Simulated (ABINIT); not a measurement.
The system is TaAs.

```
CELL_PARAMETERS angstrom
-1.72181 1.72181 5.86794
1.72181 -1.72181 5.86794
1.72181 1.72181 -5.86794
ATOMIC_POSITIONS crystal
Ta 0.49997 0.49997 0.00000
Ta 0.24997 0.74997 0.50000
As 0.08263 0.08263 0.00000
As 0.83263 0.33263 0.50000
```

The cell is a database's computed one.

- Program: ABINIT 10.8.3 (patched build)
- Task: relaxation of cell and atoms
- Functional: LDA
- Potentials or basis: JTH PAW LDA v2.0
- Cutoff: 517 eV
- k mesh: 6 × 6 × 6
- Occupations: fermi-dirac, width 0.05 eV
- Spin: no spin polarisation

At the start: pressure -7.5 GPa; volume 17.40 Å³/atom.

Question: How do energy, volume and symmetry change on relaxing?

Answer: Over 8 steps the energy falls by 16.8 meV/atom and the volume is 16.70 Å³/atom (-4.0 %); space group I4_1md (No. 109, to 0.05 Å).

Step by step:
```tsv
step	energy change (eV)	largest force (eV/Å)	pressure (GPa)	volume (Å³)
1	0.0000	0.0248	-7.47	69.59
2	-0.0540	0.0257	-3.40	68.01
3	-0.0668	0.0245	0.20	66.76
4	-0.0670	0.0230	0.01	66.82
5	-0.0672	0.0173	-0.15	66.86
6	-0.0673	0.0097	-0.13	66.84
7	-0.0673	0.0047	-0.04	66.81
8	-0.0673	0.0028	0.00	66.80
```

Final structure:
```cif
data_structure
_symmetry_space_group_name_H-M 'P 1'
_symmetry_Int_Tables_number 1
_cell_length_a 6.2532
_cell_length_b 6.2532
_cell_length_c 6.2532
_cell_angle_alpha 148.433
_cell_angle_beta 148.433
_cell_angle_gamma 45.247
_cell_volume 66.80
loop_
_atom_site_label
_atom_site_type_symbol
_atom_site_fract_x
_atom_site_fract_y
_atom_site_fract_z
_atom_site_occupancy
Ta1 Ta 0.50022 0.50022 0.00000 1
Ta2 Ta 0.25022 0.75022 0.50000 1
As1 As 0.08238 0.08238 0.00000 1
As2 As 0.83238 0.33238 0.50000 1
```

Caveat: the k mesh is coarse (spacing up to 0.43 Å⁻¹), so the values aren't converged.
